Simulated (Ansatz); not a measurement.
# SiF4 (SiF4): geometry optimisation

Aim: relax SiF4 (SiF4) at this level.

Program: Ansatz 0.2.0. Level of theory: RKS PBE0-D4/def2-SVPD. These are calculated values, not measurements.

2 further runs of the same task are left out: 2 set aside as unsound or not needed.

## 1. The starting structure

5 atoms, charge 0, spin multiplicity 1.

Atoms are counted from 1 here; the program's logs count them from 0.

Bond lengths: Si1–F2 1.611 Å, Si1–F3 1.611 Å, Si1–F4 1.611 Å, Si1–F5 1.611 Å. Angles: F2–Si1–F3 109.5°, F2–Si1–F4 109.5°, F2–Si1–F5 109.5°, F3–Si1–F4 109.5°, F3–Si1–F5 109.5°, F4–Si1–F5 109.5°.

Geometry (Å):

```
Si    0.00000    0.00000   -0.00001
F     0.01076   -0.01807    1.61043
F     1.51494    0.01056   -0.54661
F    -0.76660    1.31861   -0.51725
F    -0.75908   -1.31110   -0.54657
```

## 2. Relaxation

The input, input.yaml:

```yaml
crystal:
  periodic: [false, false, false]
  atoms:
    - { symbol: Si, position_ang: [-4.0e-06, 3.0e-06, -5.0e-06] }
    - { symbol: F, position_ang: [0.010759, -0.018067, 1.610429] }
    - { symbol: F, position_ang: [1.514938, 0.010559, -0.546612] }
    - { symbol: F, position_ang: [-0.766602, 1.31861, -0.517248] }
    - { symbol: F, position_ang: [-0.759081, -1.311105, -0.546574] }
basis:
  gaussian: { orbitals: def2-SVPD }
hamiltonian:
  xc: pbe0
  dispersion: d4
output:
  forces: true
relax:
  f_tol: 0.003
  max_steps: 120
```

Launch:

```
ansatz run input.yaml --threads 1 --pin off --max-ram 2560MiB --backend cpu --events-out ev --progress --plain --runs-dir out
```

The log of the run:

```text
Warning: RAYON_NUM_THREADS=1 ignored (pool sized by the plan → 1); use --threads N
The last accepted step is kept in <dir> (removed where the run ends without a failure and the disk answers)
Engine: ansatz 0.2.0, aarch64-unknown-linux-gnu
Functional definition: PBE0
  parameter a = 0.25
  parameter kappa = 0.804
  parameter beta = 0.06672455060314922
  exchange = (1 - a)*pbe_x(kappa = kappa, mu = beta*pi^2/3) + a*exact_x
  correlation = pbe_c(beta = beta)
985 factors; their error is unknown
mean field evaluation 1: about -18723.1517 eV, gradient 5.6e1 eV
mean field evaluation 2: about -18718.0105 eV, gradient 8.2e1 eV
mean field evaluation 4: about -18727.7788 eV, gradient 7.3e-2 eV
mean field evaluation 8: about -18727.9285 eV, gradient 4.2e-3 eV
mean field -18727.92853595 eV, -688.2386794502 hartree, gradient 1.9e-5 eV, S^2 0.000000; 0 other end points of the search recorded, 0 dependent functions left out
the calculation of the forces begins
reference -18727.92857178 eV, -688.2386807669 hartree; 25, 25 occupied and 91, 91 virtual orbitals, 985 factors
relax step   1: F+E_penalty+E_count = -18727.99902184 eV  Δ(F+E_penalty+E_count) = +0.000e0 eV  max|allowed force component| = 7.314e-1 eV/Å  Δτ_max = 0.0000 Å  (21 SCF iters, accepted)
these checks for a lower state are left out or cut short: starts, cluster_reference, orbital_swaps, neighbouring_geometries, increment
985 factors; their error is unknown
mean field evaluation 16: about -18727.9481 eV, gradient 1.7e-5 eV
mean field -18727.94807770 eV, -688.2393975962 hartree, gradient 5.9e-5 eV, S^2 0.000000; 0 other end points of the search recorded, 0 dependent functions left out
the calculation of the forces begins
reference -18727.94811354 eV, -688.2393989136 hartree; 25, 25 occupied and 91, 91 virtual orbitals, 985 factors
relax step   2: F+E_penalty+E_count = -18728.01868338 eV  Δ(F+E_penalty+E_count) = -1.966e-2 eV  max|allowed force component| = 4.080e-1 eV/Å  Δτ_max = 0.0086 Å  (23 SCF iters, accepted)
these checks for a lower state are left out or cut short: starts, cluster_reference, orbital_swaps, neighbouring_geometries, increment
985 factors; their error is unknown
mean field -18727.95640944 eV, -688.2397037821 hartree, gradient 6.2e-5 eV, S^2 0.000000; 0 other end points of the search recorded, 0 dependent functions left out
the calculation of the forces begins
reference -18727.95644531 eV, -688.2397051002 hartree; 25, 25 occupied and 91, 91 virtual orbitals, 985 factors
relax step   3: F+E_penalty+E_count = -18728.02716103 eV  Δ(F+E_penalty+E_count) = -8.478e-3 eV  max|allowed force component| = 1.570e-2 eV/Å  Δτ_max = 0.0107 Å  (23 SCF iters, accepted)
these checks for a lower state are left out or cut short: starts, cluster_reference, orbital_swaps, neighbouring_geometries, increment
985 factors; their error is unknown
mean field -18727.95642457 eV, -688.2397043383 hartree, gradient 7.4e-5 eV, S^2 0.000000; 0 other end points of the search recorded, 0 dependent functions left out
the calculation of the forces begins
reference -18727.95646044 eV, -688.2397056564 hartree; 25, 25 occupied and 91, 91 virtual orbitals, 985 factors
relax step   4: F+E_penalty+E_count = -18728.02716738 eV  Δ(F+E_penalty+E_count) = -6.342e-6 eV  max|allowed force component| = 1.082e-2 eV/Å  Δτ_max = 0.0007 Å  (16 SCF iters, accepted)
these checks for a lower state are left out or cut short: starts, cluster_reference, orbital_swaps, neighbouring_geometries, increment
985 factors; their error is unknown
mean field -18727.95642674 eV, -688.2397044179 hartree, gradient 3.1e-5 eV, S^2 0.000000; 0 other end points of the search recorded, 0 dependent functions left out
the calculation of the forces begins
reference -18727.95646261 eV, -688.2397057359 hartree; 25, 25 occupied and 91, 91 virtual orbitals, 985 factors
relax step   5: F+E_penalty+E_count = -18728.02717313 eV  Δ(F+E_penalty+E_count) = -5.758e-6 eV  max|allowed force component| = 1.504e-4 eV/Å  Δτ_max = 0.0003 Å  (17 SCF iters, accepted)
985 factors; their error is unknown
mean field evaluation 32: about -18727.9564 eV, gradient 3.1e-5 eV
mean field -18727.95642674 eV, -688.2397044179 hartree, gradient 3.1e-5 eV, S^2 0.000000; 1 other end points of the search recorded, 0 dependent functions left out
the calculation of the forces begins
reference -18727.95646261 eV, -688.2397057359 hartree; 25, 25 occupied and 91, 91 virtual orbitals, 985 factors
Total energy: -18728.02720900 eV, -688.2423056180 hartree
Atom 0 at     0.000002     0.000000    -0.000002 Å, force     0.000008    -0.000004     0.000004 eV/Å
Atom 1 at     0.010517    -0.017803     1.591522 Å, force    -0.000150     0.000067    -0.000004 eV/Å
Atom 2 at     1.497114     0.010389    -0.540303 Å, force    -0.000056    -0.000063    -0.000140 eV/Å
Atom 3 at    -0.757554     1.303183    -0.511080 Å, force     0.000062     0.000079     0.000125 eV/Å
Atom 4 at    -0.750068    -1.295769    -0.540147 Å, force     0.000137    -0.000079     0.000014 eV/Å
Dipole moment:    -0.000001     0.000000    -0.000000 e Å
```

It took 32 s on 1 thread of Arm Neoverse N1, shared host; peak memory 0.22 GiB.

Along the way:

| step | energy from step 1 (eV) | largest force component (eV/Å) |
| --- | --- | --- |
| 1 | 0.0000 | 0.7314 |
| 2 | -0.0197 | 0.4080 |
| 3 | -0.0281 | 0.0157 |
| 4 | -0.0281 | 0.0108 |
| 5 | -0.0282 | 0.0001 |

Distances of close pairs at the start and the end, largest changes first:

| bond | before (Å) | after (Å) | change (Å) |
| --- | --- | --- | --- |
| Si1–F2 | 1.611 | 1.592 | -0.019 |
| Si1–F5 | 1.611 | 1.592 | -0.019 |
| Si1–F3 | 1.611 | 1.592 | -0.019 |
| Si1–F4 | 1.611 | 1.592 | -0.019 |

## 3. Outcome

```
             quantity      value
        energy gained  0.0282 eV
root mean square move    0.017 Å
        dipole moment     0.00 D
```

**Reading.** Bond lengths: Si1–F2 1.592 Å, Si1–F3 1.592 Å, Si1–F4 1.592 Å, Si1–F5 1.592 Å. Angles: F2–Si1–F3 109.5°, F2–Si1–F4 109.5°, F2–Si1–F5 109.5°, F3–Si1–F4 109.5°, F3–Si1–F5 109.5°, F4–Si1–F5 109.5°. No frequencies were computed here.
